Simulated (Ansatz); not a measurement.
Run this with Ansatz 0.2.0, Python API and show what comes out.

Script `tae_c3h7n.py`:
```python
"""Atomisation energy of C3H7N at the given geometry."""

from collections import Counter

import ansatz as az
from rdkit import Chem
from rdkit.Chem import AllChem


def energy_of(molecule, charge=0, unpaired=0):
    calc = molecule.calculation().basis(gaussian="pcseg-2").functional("pbe0")
    if charge:
        calc = calc.charge(charge)
    if unpaired:
        calc = calc.spin("collinear", total=unpaired)
    return calc.run(threads=1).report["free_energy_ev"]


def main() -> None:
    # a force-field geometry from the SMILES
    rd = Chem.AddHs(Chem.MolFromSmiles("NC1CC1"))
    AllChem.EmbedMolecule(rd, randomSeed=234)
    AllChem.UFFOptimizeMolecule(rd)
    molecule = az.Crystal.molecule()
    for atom, xyz in zip(rd.GetAtoms(), rd.GetConformer().GetPositions()):
        molecule = molecule.atom(atom.GetSymbol(), xyz.round(5).tolist())

    # Hund ground states
    unpaired = {"N": 3, "C": 2, "H": 1}
    counts = Counter(site.symbol for site in molecule.cartesian_sites)
    atom_energy = {s: energy_of(az.Crystal.molecule().atom(s, (0, 0, 0)), 0, unpaired[s]) for s in counts}
    whole = energy_of(molecule, 0, 0)
    for s, e in atom_energy.items():
        print(f"{s:2s} x{counts[s]}  {e:14.5f} eV")
    print(f"C3H7N: {whole:.5f} eV")
    split = sum(counts[s] * e for s, e in atom_energy.items()) - whole
    print(f"atomisation energy (no zero-point term): {96.485332 * split:.1f} kJ/mol, {split / sum(counts.values()):.3f} eV an atom")


if __name__ == "__main__":
    main()
```

Output of `python tae_c3h7n.py`:
```text
N  x1     -1484.18194 eV
C  x3     -1028.71373 eV
H  x7       -13.63914 eV
C3H7N: -4710.19768 eV
atomisation energy (no zero-point term): 4284.0 kJ/mol, 4.036 eV an atom
```

4284.0 kJ/mol from the electronic energies, without the zero-point term.

Notes:
- Total energies depend on the basis set; only differences at equal settings carry meaning.
- The geometry is a force-field or estimated start, not a minimum of this method, and the basis set is short of its limit. All parts are taken at fixed geometry, without zero-point energy.
- Timing: 12 s on 1 thread of Arm Neoverse V1, with other jobs on the host, peak memory 0.51 GiB.
